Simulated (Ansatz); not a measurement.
# C₉H₂₁P: small, medium and large basis sets

How large a basis does C₉H₂₁P need? Two functionals are run in growing sets.

The runs use Ansatz 0.2.0, Gaussian basis; one geometry, several basis sets.

The runs, in order: PBE0-D4/def2-SVP; ωB97M-V/def2-SVP; PBE0-D4/def2-QZVPP; ωB97M-V/def2-QZVPP; the functionals' def2-TZVPP values are taken from earlier runs.

1 further run of the same task is left out (it didn't finish).

## Step 1: Structure used throughout

An earlier PBE0-D4 in a triple-zeta def2 set relaxation fixed the geometry.

31 atoms, charge 0, spin multiplicity 1.

Atoms are counted from 1 here; the program's logs count them from 0.

Bond lengths: C1–P2 1.842 Å, C1–H11 1.090 Å, C1–H12 1.093 Å, C1–H13 1.092 Å, P2–C3 1.887 Å, P2–C7 1.889 Å, C3–C4 1.531 Å, C3–C5 1.522 Å, C3–C6 1.529 Å, C4–H14 1.094 Å, C4–H15 1.091 Å, C4–H16 1.095 Å, C5–H17 1.091 Å, C5–H18 1.096 Å, C5–H19 1.093 Å, C6–H20 1.090 Å, C6–H21 1.096 Å, C6–H22 1.093 Å and more. Angles: P2–C1–H11 109.3°, P2–C1–H12 114.2°, P2–C1–H13 108.7°, H11–C1–H12 108.9°, H11–C1–H13 107.1°, H12–C1–H13 108.4°, C1–P2–C3 101.4°, C1–P2–C7 100.5°, C3–P2–C7 110.2°, P2–C3–C4 105.1°, P2–C3–C5 117.0°, P2–C3–C6 108.0°, C4–C3–C5 108.9°, C4–C3–C6 107.6°, C5–C3–C6 109.8°, C3–C4–H14 111.6°, C3–C4–H15 112.1°, C3–C4–H16 109.4° and more.

## Step 2: PBE0-D4 in def2-SVP

The input, in.yaml:

```yaml
crystal:
  periodic: [false, false, false]
  atoms:
    - {symbol: C, position_ang: [-0.486874, -1.951586, -0.988884]}
    - {symbol: P, position_ang: [0.391723, -0.334178, -0.931700]}
    - {symbol: C, position_ang: [-1.051556, 0.869809, -0.767324]}
    - {symbol: C, position_ang: [-1.962547, 0.565864, -1.959423]}
    - {symbol: C, position_ang: [-1.872893, 0.793363, 0.512320]}
    - {symbol: C, position_ang: [-0.508287, 2.286933, -0.950857]}
    - {symbol: C, position_ang: [1.297943, -0.493578, 0.717837]}
    - {symbol: C, position_ang: [1.750910, 0.883578, 1.191779]}
    - {symbol: C, position_ang: [2.548110, -1.311391, 0.379479]}
    - {symbol: C, position_ang: [0.544684, -1.201065, 1.838887]}
    - {symbol: H, position_ang: [-0.929515, -2.086439, -1.975965]}
    - {symbol: H, position_ang: [-1.267453, -2.063439, -0.232375]}
    - {symbol: H, position_ang: [0.243505, -2.751243, -0.852125]}
    - {symbol: H, position_ang: [-1.397586, 0.517606, -2.895090]}
    - {symbol: H, position_ang: [-2.500441, -0.375642, -1.834732]}
    - {symbol: H, position_ang: [-2.707235, 1.362300, -2.059498]}
    - {symbol: H, position_ang: [-1.305651, 1.125674, 1.383131]}
    - {symbol: H, position_ang: [-2.748751, 1.446935, 0.426971]}
    - {symbol: H, position_ang: [-2.239508, -0.217146, 0.707482]}
    - {symbol: H, position_ang: [0.139961, 2.594954, -0.130218]}
    - {symbol: H, position_ang: [-1.340970, 2.997202, -0.999461]}
    - {symbol: H, position_ang: [0.062626, 2.369785, -1.878770]}
    - {symbol: H, position_ang: [0.919153, 1.482768, 1.566109]}
    - {symbol: H, position_ang: [2.244501, 1.442269, 0.392042]}
    - {symbol: H, position_ang: [2.468147, 0.771339, 2.011998]}
    - {symbol: H, position_ang: [3.159467, -1.438507, 1.279535]}
    - {symbol: H, position_ang: [3.154461, -0.814103, -0.380541]}
    - {symbol: H, position_ang: [2.299045, -2.309330, 0.009497]}
    - {symbol: H, position_ang: [1.190902, -1.274589, 2.721099]}
    - {symbol: H, position_ang: [-0.358305, -0.669739, 2.137772]}
    - {symbol: H, position_ang: [0.262453, -2.218372, 1.561029]}
basis:
  gaussian: {orbitals: def2-SVP}
hamiltonian: {xc: pbe0, dispersion: d4}
output: {orbitals: {seedname: orbitals}}
```

Started as:

```bash
ansatz run in.yaml --threads 4 --pin off --events-out ev --progress --plain --max-ram 46080MiB --backend cpu
```

After this run come: ωB97M-V in def2-SVP; PBE0-D4 in def2-QZVPP; ωB97M-V in def2-QZVPP.

Q: Predict the results of all the runs planned. Wanted: PBE0-D4: double and triple zeta above quadruple; ωB97M-V: double and triple zeta above quadruple.

The runs gave:

| quantity | value |
| --- | --- |
| PBE0-D4: double and triple zeta above quadruple | 14.48, 0.85 eV |
| ωB97M-V: double and triple zeta above quadruple | 15.22, 0.82 eV |

In words: PBE0-D4 gains 13.63 eV from double to triple zeta, then 0.85 eV more. These are total energies; as a rule much of such shifts cancels in differences, which this series doesn't test. The LUMO of ωB97M-V is positive and keeps falling with the basis (3.18 to 1.57 eV): an unbound level that the basis holds in place.
